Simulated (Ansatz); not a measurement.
**SnH₃ (doublet): wave-function methods side by side at distance Sn1–H4 = 2.382 Å, def2-SVP**

How much of the correlation energy of SnH₃ (doublet) does each wave-function method recover here?

Program: Ansatz 0.2.0, Gaussian basis. Level of theory: def2-SVP, core rule «outside noble gas», up to 9 orbitals frozen. These are calculated values, not measurements.

The runs, in order: UHF; CCSD(T) on ROHF; CCSD(T) on UHF; BCCD(T) on ROHF; CISD; CCSDT(Q) on ROHF; CCSDT(Q) on UHF; CCSDTQ on ROHF; CCSDTQ on UHF; CASSCF and MRCISD+Q, 3 electrons in 3 orbitals; CASSCF and NEVPT2, 3 electrons in 3 orbitals; CASSCF and MRCISD+Q, 7 electrons in 7 orbitals; CASSCF and NEVPT4(SD), 7 electrons in 7 orbitals; CASSCF and NEVPT2, 7 electrons in 7 orbitals; Full CI.

**1. The system**

The geometry derives from a PBE0/def2-TZVP stationary point (not a proven minimum). One bond is set to the value named and the two fragments are kept rigid. No spin-orbit coupling is included. Elements past krypton take def2 core potentials.

4 atoms, charge 0, spin multiplicity 2.

Atoms are counted from 1 here; the program's logs count them from 0.

Bond lengths: Sn1–H2 1.715 Å, Sn1–H3 1.715 Å. Angles: H2–Sn1–H3 109.7°.

**2. UHF**

The input, in.yaml:

```yaml
crystal:
  periodic: [false, false, false]
  atoms:
    - {symbol: Sn, position_ang: [0.002621, 0.004543, -0.015860]}
    - {symbol: H, position_ang: [1.619607, 0.018060, 0.555019]}
    - {symbol: H, position_ang: [-0.820520, 1.399475, 0.547462]}
    - {symbol: H, position_ang: [-1.107789, -1.952608, 0.765468]}
basis:
  gaussian: {orbitals: def2-SVP}
magnetization: {spin_polarized: true, initial_magnetization: 1}
hamiltonian: {xc: hf}
output: {orbitals: {seedname: orbitals}}
```

Started as:

```bash
$ ansatz run in.yaml --threads 1 --pin off --events-out ev --progress --plain --max-ram 4096MiB --backend cpu
```

Further steps of the session: CCSD(T) on ROHF; CCSD(T) on UHF; BCCD(T) on ROHF; CISD; CCSDT(Q) on ROHF; CCSDT(Q) on UHF; CCSDTQ on ROHF; CCSDTQ on UHF; CASSCF and MRCISD+Q, 3 electrons in 3 orbitals; CASSCF and NEVPT2, 3 electrons in 3 orbitals; CASSCF and MRCISD+Q, 7 electrons in 7 orbitals; CASSCF and NEVPT4(SD), 7 electrons in 7 orbitals; CASSCF and NEVPT2, 7 electrons in 7 orbitals; Full CI.

Q: Predict the results of all the runs planned. Wanted: FCI from the RHF energy; RMP2 from FCI; UMP2 from FCI; RCCSD from FCI; RCCSD(T) from FCI; UCCSD(T) from FCI; RCCSDT(Q) from FCI; UCCSDT(Q) from FCI; NEVPT2 pair from FCI.

The runs gave:

```
                         quantity                                                                                                                 value
          FCI from the ROHF energy                                                                                                            -3.2827 eV
                    RMP2 from FCI                                                                                                            +935.3 meV
                    UMP2 from FCI                                                                                                           +1035.3 meV
                   RCCSD from FCI                                                                                                            +109.7 meV
                RCCSD(T) from FCI                                                                                                             +29.9 meV
                UCCSD(T) from FCI                                                                                                             +32.6 meV
               RCCSDT(Q) from FCI                                                                                                              +0.2 meV
               UCCSDT(Q) from FCI                                                                                                              -3.8 meV
             NEVPT2 pair from FCI                                                                                                            +654.6 meV
           MRCISD+Q pair from FCI                                                                                                              -7.1 meV
          NEVPT2 valence from FCI                                                                                                            +469.3 meV
levels within 1 kcal/mol (43 meV)  RCCSD(T), UCCSD(T), BCCD(T), RCCSDT, UCCSDT, RCCSDT(Q), UCCSDT(Q), RCCSDTQ, UCCSDTQ, MRCISD+Q pair, MRCISD+Q valence
                    T1 diagnostic                                                                                                                 0.025
   effectively unpaired electrons                                                                                                                  1.11
```

RCCSD(T) misses by +29.9 meV, 0.9 % of the correlation energy. UCCSDT(Q), UCCSDTQ, MRCISD+Q pair fall below full CI: unrestricted runs freeze a spin-polarised core, another one than full CI's, and coupled cluster isn't variational. One determinant dominates. Of the multireference levels listed MRCISD+Q valence comes nearest in total energy (-1.3 meV), which doesn't show that its space is the better one. These misses are within one basis, not against nature; the frozen cores of restricted and unrestricted runs differ, which can shift their rows.

Levels on UHF freeze UHF's core orbitals, full CI those of ROHF, so the U rows can settle a little off it for that reason alone.
